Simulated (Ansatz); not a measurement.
# CH₃BF₂O: basis-set convergence

How large a basis does CH₃BF₂O need? Two functionals are run in growing sets.

Program: Ansatz 0.2.0, Gaussian basis. Level of theory: one geometry, several basis sets. These are calculated values, not measurements.

Plan: PBE0-D4/def2-SVP; ωB97M-V/def2-SVP; PBE0-D4/def2-QZVPP; ωB97M-V/def2-QZVPP; the functionals' def2-TZVPP values are taken from earlier runs.

**1. The relaxed structure**

All runs share one geometry, relaxed beforehand with PBE0-D4 in a triple-zeta def2 set.

SMILES `OB(F)CF`, 8 atoms, charge 0, spin multiplicity 1.

Atoms are counted from 1 here; the program's logs count them from 0.

Bond lengths: O1–B2 1.342 Å, O1–H6 0.963 Å, B2–F3 1.327 Å, B2–C4 1.578 Å, C4–F5 1.396 Å, C4–H7 1.095 Å, C4–H8 1.095 Å. Angles: B2–O1–H6 111.4°, O1–B2–F3 118.5°, O1–B2–C4 122.4°, F3–B2–C4 119.1°, B2–C4–F5 109.9°, B2–C4–H7 111.7°, B2–C4–H8 111.7°, F5–C4–H7 108.1°, F5–C4–H8 108.1°, H7–C4–H8 107.1°.

As a file:

```xyz
8

O    -0.8975    0.5760    1.3219
B     0.1384   -0.0893    0.7865
F     1.0179   -0.6555    1.6026
C     0.3447   -0.2204   -0.7727
F    -0.6844    0.4399   -1.4465
H    -1.4694    0.9436    0.6398
H     1.2968    0.2162   -1.0932
H     0.3456   -1.2676   -1.0942
```

**2. PBE0-D4 in def2-SVP**

Input file in.yaml:

```yaml
crystal:
  periodic: [false, false, false]
  atoms:
    - {symbol: O, position_ang: [-0.897524, 0.575962, 1.321875]}
    - {symbol: B, position_ang: [0.138355, -0.089293, 0.786480]}
    - {symbol: F, position_ang: [1.017926, -0.655468, 1.602650]}
    - {symbol: C, position_ang: [0.344666, -0.220410, -0.772704]}
    - {symbol: F, position_ang: [-0.684447, 0.439880, -1.446472]}
    - {symbol: H, position_ang: [-1.469397, 0.943566, 0.639773]}
    - {symbol: H, position_ang: [1.296844, 0.216151, -1.093196]}
    - {symbol: H, position_ang: [0.345577, -1.267588, -1.094206]}
basis:
  gaussian: {orbitals: def2-SVP}
hamiltonian: {xc: pbe0, dispersion: d4}
output: {orbitals: {seedname: orbitals}}
```

Started as:

```console
$ ansatz run in.yaml --threads 2 --pin off --events-out ev --progress --plain --max-ram 4352MiB
```

The runs that follow: ωB97M-V in def2-SVP; PBE0-D4 in def2-QZVPP; ωB97M-V in def2-QZVPP.

**Question.** What will the summary of the whole plan be? Wanted: PBE0-D4: double and triple zeta above quadruple; ωB97M-V: double and triple zeta above quadruple.

**Answer**, as computed:

| quantity | value |
| --- | --- |
| PBE0-D4: double and triple zeta above quadruple | 11.63, 0.50 eV |
| ωB97M-V: double and triple zeta above quadruple | 11.85, 0.48 eV |

For PBE0-D4 the step from double to triple zeta gains 11.12 eV and the next only 0.50 eV. Total energies overstate the basis error of differences, where much of it tends to cancel. The LUMO of ωB97M-V is positive and keeps falling with the basis (3.04 to 1.53 eV): an unbound level that the basis holds in place.
